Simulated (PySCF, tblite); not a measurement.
# C₄H₁₀BFS: geometry, infrared bands and NMR shifts

Aim: predict the infrared bands and NMR shifts of C₄H₁₀BFS (`CCSCCBF`).

Computed with tblite 0.8.0 and PySCF 2.14.0, with density-fitted response routines of our own, on a single molecule in the gas phase. Atoms count from 0, in the outputs and in this text.

## (1) Starting geometry

17 atoms, charge 0, multiplicity 1; geometry from: force field or distance geometry start.

Bonds of the start (Å): C0–C1 1.53, C1–S2 1.79, S2–C3 1.76, C3–C4 1.48, C4–B5 1.57, B5–F6 1.44, C0–H7 1.09, C0–H8 1.10, C0–H9 1.13, C1–H10 1.09, C1–H11 1.12, C3–H12 1.13, C3–H13 1.12, C4–H14 1.12, C4–H15 1.11, B5–H16 1.18.

## (2) Geometry optimisation with GFN2-xTB

Job settings and geometry (Å):

```
{"job": {"kind": "relax", "xc": "GFN2-xTB", "basis": "xTB"}, "charge": 0, "multiplicity": 1}
C     -2.533300     0.145500     0.718900
C     -1.966300    -0.281400    -0.641300
S     -0.588900    -1.411000    -0.505800
C      0.900100    -0.775000     0.191000
C      1.614600     0.277900    -0.564600
B      2.917800     0.736500     0.176900
F      4.002700    -0.154500     0.479000
H     -2.804800    -0.730600     1.305900
H     -1.730700     0.717200     1.199600
H     -3.456000     0.781500     0.567200
H     -1.817000     0.622300    -1.232100
H     -2.807900    -0.842100    -1.119100
H      1.633700    -1.616100     0.353400
H      0.687700    -0.367500     1.214500
H      1.001000     1.177000    -0.816400
H      1.934900    -0.137800    -1.538100
H      3.005200     1.870100     0.500200
```

On the command line:

```sh
OMP_NUM_THREADS=1 python probes_run.py task.json out
```

The driver reads the jobs from task.json and runs them one after another.

**Question.** This job is followed by: GFN2-xTB harmonic vibrations, gas phase; GIAO PBE0/pcSseg-1 NMR shielding, non-relativistic, gas phase. What will the session give for the following? strongest single infrared mode (GFN2-xTB); zero-point energy (GFN2-xTB); 13C shifts against TMS (PBE0/pcSseg-1); 1H shifts against TMS (PBE0/pcSseg-1, means over atoms taken as alike); 33S shifts against CS2 (PBE0/pcSseg-1); 11B shifts against BF3·OEt2 (PBE0/pcSseg-1); 19F shifts against CFCl3 (PBE0/pcSseg-1); surface potential, 1st and 99th percentile.

As calculated:

| quantity | value |
| --- | --- |
| strongest single infrared mode (GFN2-xTB) | 1286 cm⁻¹, 352 km/mol |
| zero-point energy (GFN2-xTB) | 84.9 kcal/mol |
| 13C shifts against TMS (PBE0/pcSseg-1) | 29.4, 27.3, 26.0, 15.6 ppm |
| 1H shifts against TMS (PBE0/pcSseg-1, means over atoms taken as alike) | 5.62, 2.55, 2.46, 1.55, 1.24 ppm |
| 33S shifts against CS2 (PBE0/pcSseg-1) | 40 ppm |
| 11B shifts against BF3·OEt2 (PBE0/pcSseg-1) | 56.3 ppm |
| 19F shifts against CFCl3 (PBE0/pcSseg-1) | -2.3 ppm |
| surface potential, 1st and 99th percentile | -1.13 V and 1.57 V |

In words: The optimisation took 113 steps and gained 0.873 eV; among the close pairs (by a distance rule), B5–F6 changed most, from 1.436 to 1.314 Å. No mode is imaginary among the 45: a minimum at this level. The strongest single mode, at 1286 cm⁻¹, is spread over several atoms, B5, C4, F6 among them. Unscaled tight-binding wavenumbers are off by several per cent, some by more. Its intensities can rank the bands wrongly. At PBE0/pcSseg-1: The largest span, 526 ppm, is at F6, where the paramagnetic term is -295 ppm. At PBE0/pcSseg-1, counted by nearest atom on the grid, the HOMO lies on S2 77 %, the LUMO on B5 53 %; H16 15 %.
